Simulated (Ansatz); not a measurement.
# BrF₂HOSn: one species, many methods

An exercise on one series of results from a longer session: the logs are not shown, and one member is left open.

Program: Ansatz 0.2.0, Gaussian basis. Level of theory: functionals in def2-TZVPP, the program's frozen cores in correlated methods. These are calculated values, not measurements.

Levels to be run: LDA (SPW92), PBE-D4, revPBE-D4, BLYP-D4, r2SCAN-D4, B97M-V, PBE0-D4, B3LYP-D4, r2SCANh-D4, r2SCAN0-D4, HSE06-D4, BHLYP-D4, CAM-B3LYP-D4, LC-ωPBE, ωB97X-V, ωB97M-V, B2PLYP, PBE-QIDH; CCSD(T)/def2-SVP; CCSD(T)/def2-TZVPP; MP2/def2-QZVPP; extrapolation to the limit; RPA on PBE.

## The geometry

All runs share one geometry, relaxed beforehand with PBE0-D4 in a triple-zeta def2 set. Sn takes the def2 core potential; no spin-orbit term is included.

SMILES `[OH][Sn]([F])([F])[Br]`, 6 atoms, charge 0, spin multiplicity 1.

Atoms are counted from 1 here; the program's logs count them from 0.

Bond lengths: O1–Sn2 1.925 Å, O1–H6 0.962 Å, Sn2–F3 1.886 Å, Sn2–F4 1.895 Å, Sn2–Br5 2.424 Å. Angles: Sn2–O1–H6 113.6°, O1–Sn2–F3 105.7°, O1–Sn2–F4 109.6°, O1–Sn2–Br5 115.8°, F3–Sn2–F4 105.9°, F3–Sn2–Br5 110.7°, F4–Sn2–Br5 108.6°.

The first run:

File in.yaml:

```yaml
crystal:
  periodic: [false, false, false]
  atoms:
    - {symbol: O, position_ang: [-0.508104, 0.063639, 1.499696]}
    - {symbol: Sn, position_ang: [-0.078928, -0.013191, -0.374940]}
    - {symbol: F, position_ang: [-1.653467, 0.495118, -1.280022]}
    - {symbol: F, position_ang: [0.253456, -1.809023, -0.878960]}
    - {symbol: Br, position_ang: [1.795641, 1.350179, -1.085701]}
    - {symbol: H, position_ang: [0.233502, -0.150721, 2.073727]}
basis:
  gaussian: {orbitals: def2-TZVPP}
hamiltonian: {xc: lda}
output: {orbitals: {seedname: orbitals}}
```

Steps of the session up to this table: LDA; PBE-D4 (GGA); revPBE-D4 (GGA); BLYP-D4 (GGA); r2SCAN-D4 (meta-GGA); B97M-V (meta-GGA); PBE0-D4 (hybrid); B3LYP-D4 (hybrid); r2SCANh-D4 (hybrid); r2SCAN0-D4 (hybrid); HSE06-D4 (hybrid); BHLYP-D4 (hybrid); CAM-B3LYP-D4 (range-separated); LC-ωPBE-D4 (range-separated; the results give it without D4); ωB97X-V (range-separated); ωB97M-V (range-separated); B2PLYP (double hybrid); PBE-QIDH (double hybrid).

One table of the session follows, with a row left open; its other results are not shown here.

It belongs to the step «Frontier levels by functional». 

| functional | HOMO (eV) | LUMO (eV) | gap (eV) |
| --- | --- | --- | --- |
| LDA (SPW92) | ? | ? | ? |
| PBE-D4 | -8.10 | -3.89 | 4.21 |
| revPBE-D4 | -8.03 | -3.75 | 4.28 |
| BLYP-D4 | -7.94 | -3.86 | 4.09 |
| r2SCAN-D4 | -8.49 | -3.69 | 4.80 |
| B97M-V | -8.54 | -3.62 | 4.91 |
| PBE0-D4 | -9.53 | -2.97 | 6.56 |
| B3LYP-D4 | -9.25 | -3.31 | 5.94 |
| r2SCANh-D4 | -9.01 | -3.36 | 5.65 |
| r2SCAN0-D4 | -9.78 | -2.85 | 6.93 |
| HSE06-D4 | -9.12 | -3.34 | 5.79 |
| BHLYP-D4 | -10.75 | -2.02 | 8.73 |
| CAM-B3LYP-D4 | -10.89 | -1.99 | 8.90 |
| LC-ωPBE | -12.31 | -0.66 | 11.65 |
| ωB97X-V | -11.92 | -0.79 | 11.13 |
| ωB97M-V | -11.78 | -0.91 | 10.87 |

Estimate the missing values for LDA (SPW92).

As computed: HOMO (eV): -8.31; LUMO (eV): -4.27; gap (eV): 4.04. In the column «HOMO (eV)» it lies between r2SCAN-D4 (-8.49) and PBE-D4 (-8.10).
